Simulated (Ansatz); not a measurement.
# Ga (diamond type): how the settings move a single-point run

Question: which choices in the input matter for Ga (diamond type)?

Computed with Ansatz 0.2.0 (reference: DFT, r2SCAN, PAW with Ansatz's default frozen-core files, scalar-relativistic, unless a step's input says otherwise).

**1. The structure to begin with**

The structure is trigonal, space group R-3m (No. 166). Conventional cell: a = 4.065 Å, b = 4.065 Å, c = 9.957 Å, α = 90.00°, β = 90.00°, γ = 120.00°. Around Ga (site symmetry 3m) lie 4 Ga at 2.42 to 2.74 Å.

Structure file:

```
CELL_PARAMETERS angstrom
0.00000 2.87445 2.87445
2.87445 0.00000 2.87445
2.87445 2.87445 0.00000
ATOMIC_POSITIONS crystal
Ga 0.91250 0.86250 0.86250
Ga 0.08750 0.13750 0.13750
```

**2. Reference**

The input, input.yaml:

```yaml
crystal:
  lattice:
    - [0.0, 2.8744485395, 2.8744485395]
    - [2.8744485395, 0.0, 2.8744485395]
    - [2.8744485395, 2.8744485395, 0.0]
  atoms:
    - { symbol: Ga, position: [-0.0875, -0.1375, -0.1375] }
    - { symbol: Ga, position: [0.0875, 0.1375, 0.1375] }
kpoints:
  mp_grid: { grid: [9, 9, 9] }
scf:
  occupations: { method: fermi_dirac, width: 0.05 }
hamiltonian:
  xc: r2scan
  pseudopotentials: { kind: paw }
output:
  forces: true
  stress: true
  eigenvalues: true
  efg: { contact_densities: true }
  populations: true
```

The run is started by

```
> ansatz run input.yaml --threads 1 --pin off --max-ram 2048MiB --backend cpu --events-out ev --progress --plain --runs-dir out
```

Excerpt of the output:

```text
[...]
Basis set: ecut = 500 eV, 1243 PW (Γ), exchange–correlation on 120×120×120 points (64 copies of the dense FFT grid, shifted against one another)
[...]
k-points: 85 of 729
[...]
SCF iter   1: F=—  HF=-7579.823527 eV  |F-HF|=—  |Δ(HF+E_count)|=         —  Δρ=1.02e-2  dr2=2.28e-2  dr2_τ=2.15e-3  ethr=1.77e-3  ⟨swp⟩=5.7  Hψ=7338  notcnv=0
preconditioner: auto → LDOS  [metal: Δε(μ)=0.011 eV  Ē_g=17.714 eV  σ=0.050 eV  W_gap=0.05  n_scr=14 (ndim 8)  ℏωp=27.5 eV  f_vac=0.028  D(μ)=1.68/eV (n_scr^D=14)  β→1.0]
SCF iter   2: F=—  HF=-7579.855470 eV  |F-HF|=—  |Δ(HF+E_count)|=   3.19e-2  Δρ=1.07e-2  dr2=2.94e-2  dr2_τ=2.35e-4  ethr=8.77e-5  ⟨swp⟩=3.0  Hψ=3794  notcnv=0  defer=8
[...]
SCF iter   5: F=—  HF=-7579.821781 eV  |F-HF|=—  |Δ(HF+E_count)|=   3.89e-7  Δρ=5.44e-5  dr2=2.29e-6  dr2_τ=3.12e-8  ethr=5.21e-8  ⟨swp⟩=3.0  Hψ=2574  notcnv=0  defer=8
SCF iter   6: F=-7579.821782 eV  HF=-7579.821782 eV  |F-HF|=5.20e-8  |Δ(HF+E_count)|=   9.81e-7  Δρ=9.73e-6  dr2=7.98e-8  dr2_τ=1.03e-9  ethr=3.85e-10  ⟨swp⟩=3.4  Hψ=6471  notcnv=0
[...]
SCF converged after 6 iterations
Free energy (F): -7579.821782 eV
[...]
E sigma→0 (E₀):  -7579.815156 eV
[...]
Fermi energy:    6.167275 eV
[...]
  P = ⅓ Tr σ = 1.6530 GPa (16.530 kbar)
[...]
```

Run time: 6.5 s. Hardware: 1 thread of AMD EPYC 9B14 (Zen 4), shared host; peak memory 0.52 GiB.

**3. Variant: chi_scale 0.0, dispersion d3bj, ecutwfc 600 eV**

input.yaml, as its differences from that of step 2:

```diff
@@ -12,2 +12,3 @@
   occupations: { method: fermi_dirac, width: 0.05 }
+  initial_density: { chi_scale: 0.0 }
 hamiltonian:
@@ -15,2 +16,3 @@
   pseudopotentials: { kind: paw }
+  dispersion: d3bj
 output:
@@ -21 +23,7 @@
   populations: true
+  write_density: true
+  write_potential: true
+  elf: true
+  volumetric_format: npy
+basis:
+  ecutwfc: "600 eV"
```

The run is started by

```
> ansatz run input.yaml --threads 1 --pin off --max-ram 2048MiB --backend cpu --events-out ev --progress --plain --runs-dir out
```

The program printed, cut to the lines that bear on the results:

```text
Warning: the engine holds no damping parameters fitted to this dispersion correction and functional, so the run takes those fitted to r2scan beside the three-body term, which d3bj leaves out (hamiltonian.dispersion, under Limitations)
[...]
Pseudopotentials: kind: paw
Pseudopotential: Ga, paw, valence charge 13, recommended cutoff 500 eV (meta_gga)
Functional definition: r2SCAN
[...]
Crystal: 2 atoms, lattice volume = 47.500 Å³
Basis set: ecut = 600 eV, 1591 PW (Γ), exchange–correlation on 144×144×144 points (64 copies of the dense FFT grid, shifted against one another)
Bands: 17, of which v1, the nominal top of the filled ones, is band 13 counted from 1 (12 counted from 0)
Symmetry: 12 space group operations
Space group: R-3m (ITA 166), of the structure as read, at distance tolerance 3.6e-5 Å
k-points: 85 of 729
[...]
SCF iter   1: F=—  HF=-7579.969797 eV  |F-HF|=—  |Δ(HF+E_count)|=         —  Δρ=2.29e-2  dr2=1.68e-1  dr2_τ=2.31e-3  ethr=6.34e-4  ⟨swp⟩=1.0  Hψ=9118  notcnv=0
[...]
SCF iter   8: F=-7580.051745 eV  HF=-7580.051745 eV  |F-HF|=1.24e-8  |Δ(HF+E_count)|=   3.05e-7  Δρ=5.60e-6  dr2=8.10e-9  dr2_τ=1.10e-10  ethr=3.85e-10  ⟨swp⟩=9.3  Hψ=11111  notcnv=0
[...]
SCF converged after 8 iterations
Free energy (F): -7580.051745 eV
[...]
E sigma→0 (E₀):  -7580.045119 eV
Entropy (-TS):   -0.013253 eV (-6.626 meV/atom)
Fermi energy:    6.166771 eV
[...]
--- Forces (eV/Å), atoms counted from 1 ---
  atom   1  Ga     0.27596998    -0.27596998    -0.27596998
  atom   2  Ga    -0.27596998     0.27596998     0.27596998
[...]
--- Stress (GPa, compression-positive) ---
        0.884853       3.121365       3.121365
        3.121365       0.884853      -3.121365
        3.121365      -3.121365       0.884853
  P = ⅓ Tr σ = 0.8849 GPa (8.849 kbar)
--- PAW observables at the nuclei: V_zz in 10²¹ V/m², potentials from the cell's mean, atoms counted from 1 ---
  atom   1  Ga V_zz =    +7.392162   η = 0.0000   by run symmetry: allowed
            electrostatic potential = -4130.050002 V   contact ρ = 187268.387882 e/Å³
  atom   2  Ga V_zz =    +7.392162   η = 0.0000   by run symmetry: allowed
            electrostatic potential = -4130.050002 V   contact ρ = 187268.387882 e/Å³
--- Band table (eV; the first three rows and the last of 85) ---
  k-point 0: bands = ["-9.1142", "-9.1142", "-9.1133", "-9.0631", "-9.0631", "-8.6981", "-8.6981", "-8.6977", "-8.6264", "-8.6264", "-3.9343", "8.7282", "8.7282", "10.3300", "10.5218", "10.8536", "11.7569"]
[...]
--- Löwdin populations: 2 sites ---
  site symbol       q [e]
     0     Ga     12.9783
     1     Ga     12.9783
  spilling = 0.001672 (of n_electrons = 26.000000)
```

It took 9.3 s on 1 thread of AMD EPYC 9B14 (Zen 4), shared host; peak memory 0.64 GiB.

The energy moves by -115.0 meV/atom, nearly all of it the dispersion term itself (-114.0 meV/atom); that offset belongs to the model and is no gain or loss of stability; the pressure goes from 1.7 to 0.9 GPa. The damping parameters are borrowed, as the log notes.

**4. Changed: n_extra_bands 2, xc_grid 1**

input.yaml, as its differences from that of step 2:

```diff
@@ -12,2 +12,3 @@
   occupations: { method: fermi_dirac, width: 0.05 }
+  n_extra_bands: 2
 hamiltonian:
@@ -21 +22,3 @@
   populations: true
+basis:
+  xc_grid: 1
```

The run is started by

```
> ansatz run input.yaml --threads 1 --pin off --max-ram 2048MiB --backend cpu --events-out ev --progress --plain --runs-dir out
```

The program printed, cut to the lines that bear on the results:

```text
scf.n_extra_bands = 2 over 13 filled bands (N_el = 26.0): the run solves 15 bands
[...]
[... 3 set-up lines as earlier in the session ...]
[...]
Crystal: 2 atoms, lattice volume = 47.500 Å³
Basis set: ecut = 500 eV, 1243 PW (Γ)
Bands: 15, of which v1, the nominal top of the filled ones, is band 13 counted from 1 (12 counted from 0)
[... 2 set-up lines as earlier in the session ...]
k-points: 85 of 729
[...]
SCF iter   1: F=—  HF=-7579.823444 eV  |F-HF|=—  |Δ(HF+E_count)|=         —  Δρ=1.02e-2  dr2=2.28e-2  dr2_τ=2.15e-3  ethr=1.77e-3  ⟨swp⟩=5.6  Hψ=6367  notcnv=0
[...]
--- Stress (GPa, compression-positive) ---
        1.654094       3.124253       3.124253
        3.124253       1.654094      -3.124253
        3.124253      -3.124253       1.654094
  P = ⅓ Tr σ = 1.6541 GPa (16.541 kbar)
--- PAW observables at the nuclei: V_zz in 10²¹ V/m², potentials from the cell's mean, atoms counted from 1 ---
  atom   1  Ga V_zz =    +7.390710   η = 0.0000   by run symmetry: allowed
            electrostatic potential = -4130.059895 V   contact ρ = 187268.388395 e/Å³
  atom   2  Ga V_zz =    +7.390710   η = 0.0000   by run symmetry: allowed
            electrostatic potential = -4130.059895 V   contact ρ = 187268.388395 e/Å³
--- Band table (eV; the first three rows and the last of 85) ---
  k-point 0: bands = ["-9.1138", "-9.1138", "-9.1128", "-9.0627", "-9.0627", "-8.6977", "-8.6977", "-8.6972", "-8.6260", "-8.6260", "-3.9337", "8.7289", "8.7289", "10.3305", "10.5224"]
[...]
--- Löwdin populations: 2 sites ---
  site symbol       q [e]
     0     Ga     12.9783
     1     Ga     12.9783
  spilling = 0.001673 (of n_electrons = 26.000000)
```

Wall time 5.6 s (1 thread of AMD EPYC 9B14 (Zen 4), shared host); peak memory 0.44 GiB.

Changing the band count and numerical grids leaves the energy as it was (0.0 meV/atom).

**5. Side by side**

```
                                              run     ending                                     energy change  pressure (GPa)  gap (eV)  force (eV/Å)  cycles   time
                                        reference  converged                                                 0             1.7      0.00          0.48       6  6.5 s
1: chi_scale 0.0, dispersion d3bj, ecutwfc 600 eV  converged  -115.0 meV/atom (offset of the dispersion model)             0.9      0.00          0.48       8  9.3 s
                    2: n_extra_bands 2, xc_grid 1  converged                                      0.0 meV/atom             1.7      0.00          0.48       6  5.6 s
```

Times don't compare one to one where runs were asked for different outputs or read a saved state (see the inputs); cycles may leave out searches for a lower state.

Residual by cycle in the longest SCF loop of each run; runs are numbered as in the table. The quantity is the density residual dr2, in eV.

```
cycle  reference    run 1   run 2
    1     0.0228    0.168  0.0228
    2     0.0294   0.0735  0.0295
    3     1.0e-4  0.00232  1.0e-4
    4     1.3e-5  0.00166  1.3e-5
    5     2.3e-6   4.2e-4  2.3e-6
    6     8.0e-8   2.2e-5  8.6e-8
    7          -   3.6e-7       -
    8          -   8.1e-9       -
```

What this shows: «n_extra_bands 2, xc_grid 1» leaves the energy as it was. The pressure spans 0.9 to 1.7 GPa over the reference and the converged variants.
